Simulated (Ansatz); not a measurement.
# ReOs3C: the cost of one run

Method: DFT PBE, scalar-relativistic, plane waves, PAW, in Ansatz 0.2.0.

## Step 1: The structure to begin with

The structure is cubic, space group Pm-3m (No. 221). Conventional cell: a = 3.885 Å, b = 3.885 Å, c = 3.885 Å, α = 90.00°, β = 90.00°, γ = 90.00°. Re (site symmetry m-3m) has 12 Os at 2.75 Å in its first shell of neighbours. Os (site symmetry 4/mmm) has 2 C at 1.94 Å in its first shell of neighbours. C (site symmetry m-3m) has 6 Os at 1.94 Å in its first shell of neighbours.

As a file:

```cif
data_structure
_symmetry_space_group_name_H-M 'Pm-3m'
_symmetry_Int_Tables_number 221
_cell_length_a 3.8851
_cell_length_b 3.8851
_cell_length_c 3.8851
_cell_angle_alpha 90.000
_cell_angle_beta 90.000
_cell_angle_gamma 90.000
_cell_volume 58.64
loop_
_atom_site_label
_atom_site_type_symbol
_atom_site_symmetry_multiplicity
_atom_site_Wyckoff_symbol
_atom_site_fract_x
_atom_site_fract_y
_atom_site_fract_z
_atom_site_occupancy
Re1 Re 1 a 0.00000 0.00000 0.00000 1
Os1 Os 3 c 0.00000 0.50000 0.50000 1
C1 C 1 b 0.50000 0.50000 0.50000 1
```

(A quick probe on a coarse mesh, which set the mesh and smearing, is not shown.)

## Step 3: A loose first relaxation

File input.yaml:

```yaml
crystal:
  lattice:
    - [3.8851311499, 0.0, 0.0]
    - [0.0, 3.8851311499, 0.0]
    - [0.0, 0.0, 3.8851311499]
  atoms:
    - { symbol: Re, position: [0.0, 0.0, 0.0] }
    - { symbol: Os, position: [0.0, 0.5, 0.5] }
    - { symbol: Os, position: [0.5, 0.0, 0.5] }
    - { symbol: Os, position: [0.5, 0.5, 0.0] }
    - { symbol: C, position: [0.5, 0.5, 0.5] }
basis:
  ecutwfc: 420
kpoints:
  mp_grid: { grid: [4, 4, 4] }
hamiltonian:
  xc: pbe
scf:
  occupations: { method: gaussian, width: 0.1 }
  lower_state_search: "off"
output:
  forces: true
  stress: true
  eigenvalues: true
relax:
  adjacent_minimum: "off"
  f_tol: 0.04
  max_steps: 70
  cell: { stress_tol: 0.4 }
```

Launch:

```console
ansatz run input.yaml --threads 1 --pin off --max-ram 2560MiB --backend cpu --events-out ev --progress --plain --runs-dir out
```

**Question.** How long does this run take on 1 thread of AMD EPYC 9R45 (Zen 5), shared host, and how much memory does it need?

About 2.9 s, with a peak of 0.41 GiB.
